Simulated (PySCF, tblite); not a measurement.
**C₇H₁₃ radical: geometry, infrared bands and EPR parameters**

What infrared bands and EPR parameters should C₇H₁₃ radical (`CC[C@@H]1[CH]C[C@@H]1C`) show?

Computed with tblite 0.8.0 and PySCF 2.14.0, with density-fitted response routines of our own, on a single molecule in the gas phase. Atoms count from 0, in the outputs and in this text.

### Step 1. The molecule as given

20 atoms, charge 0, multiplicity 2; geometry from: force field or distance geometry start.

Bonds of the start (Å): C0–C1 1.53, C1–C2 1.51, C2–C3 1.49, C3–C4 1.47, C4–C5 1.53, C5–C6 1.51, C5–C2 1.57, C0–H7 1.10, C0–H8 1.09, C0–H9 1.09, C1–H10 1.10, C1–H11 1.11, C2–H12 1.09, C3–H13 1.08, C4–H14 1.10, C4–H15 1.10, C5–H16 1.09, C6–H17 1.09, C6–H18 1.10, C6–H19 1.10.

### Step 2. Relaxing the molecule with GFN2-xTB

What the job is given:

```
{"job": {"kind": "relax", "xc": "GFN2-xTB", "basis": "xTB"}, "charge": 0, "multiplicity": 2}
C      2.557100    -0.273900     0.526100
C      1.043500    -0.261400     0.775400
C      0.272900    -0.356300    -0.519900
C      0.247900     0.901100    -1.317700
C     -1.132300     1.204400    -0.928300
C     -1.290900    -0.255200    -0.483300
C     -2.025000    -0.471600     0.822400
H      3.102400    -0.243900     1.478500
H      2.854400    -1.173500    -0.019400
H      2.850000     0.598000    -0.058000
H      0.777800     0.630500     1.352900
H      0.798400    -1.132900     1.415500
H      0.588700    -1.212300    -1.110000
H      0.731500     1.068100    -2.263300
H     -1.775000     1.506300    -1.770300
H     -1.195800     1.965000    -0.136000
H     -1.745500    -0.875300    -1.259700
H     -3.093100    -0.262900     0.703100
H     -1.931900    -1.512800     1.156300
H     -1.640200     0.169200     1.632700
```

Command:

```sh
> OMP_NUM_THREADS=1 python probes_run.py task.json out
```

This one command runs all jobs of the session in turn.

Standard output:

```text
step      E/eV     max force
  0    -585.59317    1.497
  1    -585.66207    0.532
  2    -585.68472    0.451
  3    -585.70567    0.255
  4    -585.71312    0.193
  5    -585.71756    0.112
  6    -585.72015    0.127
  7    -585.72249    0.098
  8    -585.72396    0.086
  9    -585.72485    0.073
 10    -585.72556    0.073
 11    -585.72652    0.086
 12    -585.72782    0.101
 13    -585.72943    0.107
 14    -585.73120    0.084
 15    -585.73312    0.116
 16    -585.73519    0.112
 17    -585.73716    0.119
 18    -585.73871    0.100
 19    -585.73992    0.099
 20    -585.74109    0.087
 21    -585.74219    0.088
 22    -585.74317    0.078
 23    -585.74405    0.057
 24    -585.74484    0.068
 25    -585.74553    0.060
 26    -585.74609    0.064
 27    -585.74657    0.077
 28    -585.74700    0.064
 29    -585.74750    0.064
 30    -585.74814    0.059
 31    -585.74872    0.072
 32    -585.74938    0.065
 33    -585.75004    0.067
 34    -585.75058    0.061
 35    -585.75108    0.065
 36    -585.75171    0.081
 37    -585.75262    0.090
 38    -585.75380    0.103
 39    -585.75503    0.104
 40    -585.75611    0.069
 41    -585.75703    0.061
 42    -585.75781    0.055
 43    -585.75841    0.055
 44    -585.75883    0.096
 45    -585.75933    0.057
 46    -585.75981    0.051
 47    -585.76022    0.044
 48    -585.76051    0.040
 49    -585.76084    0.042
 50    -585.76114    0.035
 51    -585.76144    0.036
 52    -585.76175    0.049
 53    -585.76214    0.068
 54    -585.76256    0.062
 55    -585.76291    0.041
 56    -585.76314    0.038
 57    -585.76334    0.045
 58    -585.76356    0.048
 59    -585.76377    0.059
 60    -585.76395    0.024
 61    -585.76409    0.025
 62    -585.76420    0.037
 63    -585.76440    0.041
 64    -585.76457    0.027
 65    -585.76470    0.028
 66    -585.76483    0.035
 67    -585.76502    0.053
 68    -585.76528    0.058
 69    -585.76554    0.041
 70    -585.76572    0.025
 71    -585.76585    0.024
 72    -585.76599    0.029
 73    -585.76611    0.026
 74    -585.76621    0.020
 75    -585.76626    0.016
 76    -585.76630    0.017
 77    -585.76633    0.017
 78    -585.76636    0.010
 79    -585.76638    0.013
 80    -585.76639    0.012
 81    -585.76641    0.008
```

Run time: 0.43 s. Hardware: 1 thread of Arm Neoverse V2, shared host; peak memory 0.18 GiB.

Relaxation path: (not every step is listed)

| step | energy from step 0 (eV) | largest force (eV/Å) |
| --- | --- | --- |
| 0 | 0.0000 | 1.4969 |
| 1 | -0.0689 | 0.5318 |
| 2 | -0.0915 | 0.4506 |
| 3 | -0.1125 | 0.2546 |
| 4 | -0.1200 | 0.1927 |
| 5 | -0.1244 | 0.1124 |
| 6 | -0.1270 | 0.1268 |
| 7 | -0.1293 | 0.0981 |
| 8 | -0.1308 | 0.0857 |
| 14 | -0.1380 | 0.0839 |
| 20 | -0.1479 | 0.0871 |
| 26 | -0.1529 | 0.0640 |
| 32 | -0.1562 | 0.0648 |
| 38 | -0.1606 | 0.1032 |
| 44 | -0.1657 | 0.0960 |
| 50 | -0.1680 | 0.0354 |
| 56 | -0.1700 | 0.0379 |
| 62 | -0.1710 | 0.0373 |
| 68 | -0.1721 | 0.0578 |
| 74 | -0.1730 | 0.0201 |
| 76 | -0.1731 | 0.0171 |
| 77 | -0.1732 | 0.0166 |
| 78 | -0.1732 | 0.0105 |
| 79 | -0.1732 | 0.0131 |
| 80 | -0.1732 | 0.0119 |
| 81 | -0.1732 | 0.0081 |

Distances of close pairs at the start and the end, largest changes first:

| bond | before (Å) | after (Å) | change (Å) |
| --- | --- | --- | --- |
| C1–C2 | 1.510 | 1.536 | +0.026 |
| C1–H11 | 1.109 | 1.092 | -0.017 |
| C6–H19 | 1.102 | 1.087 | -0.016 |
| C3–C4 | 1.466 | 1.480 | +0.014 |
| C2–H12 | 1.087 | 1.100 | +0.013 |
| C4–C5 | 1.534 | 1.546 | +0.011 |
| C2–C5 | 1.567 | 1.557 | -0.011 |
| C0–C1 | 1.534 | 1.523 | -0.011 |

The final coordinates are the input of the step that follows.

### Step 3. Vibrational analysis with GFN2-xTB

What the job is given:

```
{"job": {"kind": "ir", "xc": "GFN2-xTB", "basis": "xTB"}, "charge": 0, "multiplicity": 2}
C      2.553589    -0.363168     0.501468
C      1.053973    -0.389253     0.768829
C      0.260947    -0.319268    -0.544390
C      0.210767     1.003478    -1.215008
C     -1.261345     1.126614    -1.121777
C     -1.293050    -0.271752    -0.464318
C     -1.948639    -0.347438     0.902035
H      3.108872    -0.399007     1.436039
H      2.849568    -1.215457    -0.106784
H      2.828146     0.546117    -0.027362
H      0.786375     0.457878     1.401698
H      0.791499    -1.307921     1.297853
H      0.628157    -1.135522    -1.183761
H      0.952705     1.597708    -1.708901
H     -1.796470     1.216622    -2.073380
H     -1.622883     1.932879    -0.473461
H     -1.746343    -1.019997    -1.118434
H     -3.019938    -0.180176     0.804369
H     -1.795778    -1.327398     1.348807
H     -1.545302     0.405738     1.573441
```

Standard output:

```text
mode    cm-1     km/mol
  1      64.6      0.10
  2      83.3      1.28
  3     147.0     17.33
  4     182.8      3.61
  5     217.0      0.82
  6     228.5      0.09
  7     290.9      0.99
  8     368.6      0.62
  9     421.2      1.99
 10     477.5      1.56
 11     725.9      2.21
 12     815.0      5.87
 13     841.9      1.63
 14     877.8      3.59
 15     920.7      1.31
 16     976.5      7.47
 17     990.1      1.12
 18     998.0      0.85
 19    1035.6      0.95
 20    1041.0      1.67
 21    1066.7      0.47
 22    1091.1      0.38
 23    1125.0      1.41
 24    1164.5      1.64
 25    1188.9      0.59
 26    1207.3      1.13
 27    1222.4      0.63
 28    1241.1      3.89
 29    1254.0      1.70
 30    1270.6     10.45
 31    1295.6      2.63
 32    1327.6      3.90
 33    1331.9      5.08
 34    1408.8      1.55
 35    1412.8      2.07
 36    1452.0      2.69
 37    1484.6      0.58
 38    1501.3      1.36
 39    1502.6      2.71
 40    1505.8      1.91
 41    1506.0      1.34
 42    2834.4     56.17
 43    2869.3     27.68
 44    2915.2     60.02
 45    2954.9     58.60
 46    2969.1     41.87
 47    2989.6     25.77
 48    3022.0     41.64
 49    3028.3     52.33
 50    3031.8     28.44
 51    3032.8     60.97
 52    3043.8     30.75
 53    3046.6     37.39
 54    3144.8     68.34
```

It took 0.54 s on 1 thread of Arm Neoverse V2, shared host; peak memory 0.18 GiB.

Which atoms move in the most intense modes:

| cm⁻¹ | km/mol | atoms |
| --- | --- | --- |
| 2834 | 56.2 | H12 93 % |
| 2915 | 60.0 | H14 55 %, H15 41 % |
| 2955 | 58.6 | H16 91 % |
| 2969 | 41.9 | H11 86 % |
| 3022 | 41.6 | H17 83 % |
| 3028 | 52.3 | H8 75 %, H7 13 % |
| 3033 | 61.0 | H7 62 %, H18 14 %, H8 12 % |
| 3145 | 68.3 | H13 92 % |

### Step 4. EPR parameters: B3LYP/pcH-1

Same as in step 3 but for these lines:

```diff
@@ -1,2 +1,2 @@
-{"job": {"kind": "ir", "xc": "GFN2-xTB", "basis": "xTB"}, "charge": 0, "multiplicity": 2}
+{"job": {"kind": "epr", "basis": "pcH-1"}, "charge": 0, "multiplicity": 2}
 C      2.553589    -0.363168     0.501468
```

Method: UKS B3LYP, pcH-1 on C H, non-relativistic, mean-field spin-orbit, GIAO.

Standard output:

```text
UKS, coarse grid
  cycle   1  E = -274.44121842  |g| = 3.63e-01
  cycle   2  E = -274.41088585  |g| = 4.44e-01
  cycle   3  E = -274.51450164  |g| = 3.35e-02
  cycle   4  E = -274.51483897  |g| = 2.34e-02
  cycle   5  E = -274.51509520  |g| = 4.96e-03
  cycle   6  E = -274.51510906  |g| = 1.46e-03
  cycle   7  E = -274.51511034  |g| = 6.64e-04
UKS, final grid
  cycle   1  E = -274.51514366  |g| = 6.70e-04
  cycle   2  E = -274.51514357  |g| = 8.23e-04
  cycle   3  E = -274.51514390  |g| = 7.60e-05
  cycle   4  E = -274.51514390  |g| = 3.14e-05
  cycle   5  E = -274.51514390  |g| = 1.59e-05
E = -274.51514390 Eh   <S^2> = 0.7542 (exact 0.7500)
g shifts (ppm)      1          2          3
  rmc          -138       -138       -138
  gc              4         25         27
  oz_so          -3        598        729
  total        -137        484        617
hyperfine (MHz)  atom isotope    a_iso     a_fc   dipolar eigenvalues
    0   13C      -0.75      -0.75     -0.56     -0.40      0.96
    1   13C      65.01      65.01     -4.91     -4.55      9.46
    2   13C     -33.44     -33.44     -2.61      0.22      2.40
    3   13C      95.32      95.32    -79.98    -78.60    158.58
    4   13C     -35.32     -35.32     -2.74      0.44      2.30
    5   13C       4.86       4.86     -1.45     -1.25      2.69
    6   13C      -2.22      -2.22     -0.44     -0.30      0.74
    7    1H       1.28       1.28     -1.16     -0.95      2.11
    8    1H       0.16       0.16     -1.50     -1.32      2.82
    9    1H       0.32       0.32     -2.82     -2.62      5.44
   10    1H      -3.78      -3.78     -5.54     -1.76      7.30
   11    1H       4.85       4.85     -2.94     -1.96      4.90
   12    1H     104.48     104.48     -4.59     -3.51      8.10
   13    1H     -61.36     -61.36    -38.00      0.02     37.98
   14    1H     110.68     110.68     -4.51     -3.44      7.94
   15    1H     128.04     128.04     -4.75     -3.90      8.66
   16    1H      -4.34      -4.34     -2.78     -2.42      5.19
   17    1H       0.36       0.36     -1.11     -1.00      2.11
   18    1H       0.02       0.02     -1.10     -0.99      2.09
   19    1H       0.22       0.22     -2.08     -1.55      3.62
```

Run time: 74 s. Hardware: 1 thread of Arm Neoverse V2, shared host; peak memory 1 GiB.

Principal g values 2.00218, 2.00280, 2.00294; g(iso) = 2.00264, against 2.00232 for a free electron.

Mean a(iso) over the nuclei that a row names, and the largest dipolar term of the row (other rows stand at the frozen geometry):

| nuclei | isotope | a(iso) (MHz) | a(iso) (G, at g = 2.0023) | largest dipolar term (MHz) |
| --- | --- | --- | --- | --- |
| H15 | 1H | 128.0 | 45.7 | 8.7 |
| H14 | 1H | 110.7 | 39.5 | 7.9 |
| H12 | 1H | 104.5 | 37.3 | 8.1 |
| C3 | 13C | 95.3 | 34.0 | 158.6 |
| C1 | 13C | 65.0 | 23.2 | 9.5 |
| H13 | 1H | -61.4 | -21.9 | -38.0 |
| C4 | 13C | -35.3 | -12.6 | -2.7 |
| C2 | 13C | -33.4 | -11.9 | -2.6 |
| C5 | 13C | 4.9 | 1.7 | 2.7 |
| H11 | 1H | 4.8 | 1.7 | 4.9 |
| H16 | 1H | -4.3 | -1.5 | 5.2 |
| H10 | 1H | -3.8 | -1.3 | 7.3 |
| C6 | 13C | -2.2 | -0.8 | 0.7 |
| C0 | 13C | -0.7 | -0.3 | 1.0 |

Mulliken spin populations:

C0 0.00; C1 0.04; C2 -0.08; C3 1.01; C4 -0.09; C5 0.01; C6 0.00; H7 0.00; H8 0.00; H9 0.00; H10 0.00; H11 0.01; H12 0.05; H13 -0.04; H14 0.05; H15 0.05; H16 0.00; H17 0.00; H18 0.00; H19 0.00

In first order the couplings over 0.8 MHz of 1H give 128 distinct lines over 149.0 G, if the averaged nuclei exchange fast.

Orbitals, density, ELF and potential are computed afterwards from the orbital file.

ELF in a plane through or near 8 of the atoms.

Ten even steps from ' ' (0.00) to '@' (1.00):
```
                                                        
                                                        
                                                        
                    ..##@@%%--        ..                
                    ++@@@@@@##..  ..++%%##::            
                    --@@@@@@%%==::==%%@@@@++            
          ::##%%**    ++%%==..##%%++%%@@%%==            
          ==@@@@@@==  ..++----%%**##--**==..            
          --%%@@@@**  ..++%%++--++==++--..              
        ..::++--==**====**==--::++**==..                
      ..==##%%..::@@**--##++::::==++--..  ..            
      --%%@@@@%%**##::====::  ..****++##@@@@%%--        
      ::%%@@@@**..--##%%**..  ::++--..@@@@@@@@++        
        --**++..  --%%@@##..  --##++++%%@@@@@@==        
                  ::##%%==    ==##%%++::==++--          
                    ::--      --####--                  
                                ....                    
                                                        
                                                        
                                                        
```
The map spans 11.8 Å across and 10.1 Å up, centred on the molecule. Atoms in the plane (x, y in Å): C0 (-2.6, -0.1), C1 (-1.2, -0.6), C3 (0.1, 1.6), C4 (1.6, 1.3), C6 (1.7, -1.3), H9 (-2.7, 0.9), H13 (-0.5, 2.5), H17 (2.8, -1.4).

On the surface of density 0.002 e/bohr³ the electrostatic potential runs, from the 1st to the 99th percentile, from -0.35 to 0.52 V.

The spin density lies nearest to C3 63 %; H13 10 %.

### Step 5. Results

```
                                 quantity                 value
strongest single infrared mode (GFN2-xTB)  3145 cm⁻¹, 68 km/mol
             zero-point energy (GFN2-xTB)        111.7 kcal/mol
                           g(iso) (B3LYP)               2.00264
                                     ⟨S²⟩    0.754 (exact 0.75)
       largest a(iso) (averaged by class)  1H on H15, 128.0 MHz
    surface potential, 1st and 99th percentile    -0.35 V and 0.52 V
```

The optimisation took 81 steps and gained 0.173 eV; among the close pairs (by a distance rule), C1–C2 changed most, from 1.510 to 1.536 Å. All 54 modes are real, so the xTB geometry is a minimum. The strongest single mode, at 3145 cm⁻¹, moves mainly H13. Unscaled tight-binding wavenumbers are off by several per cent, some by more. Its intensities can rank the bands wrongly. C3 carries the largest spin population, 1.01 e. The isotropic g lies 0.3 ppt above the free-electron value.
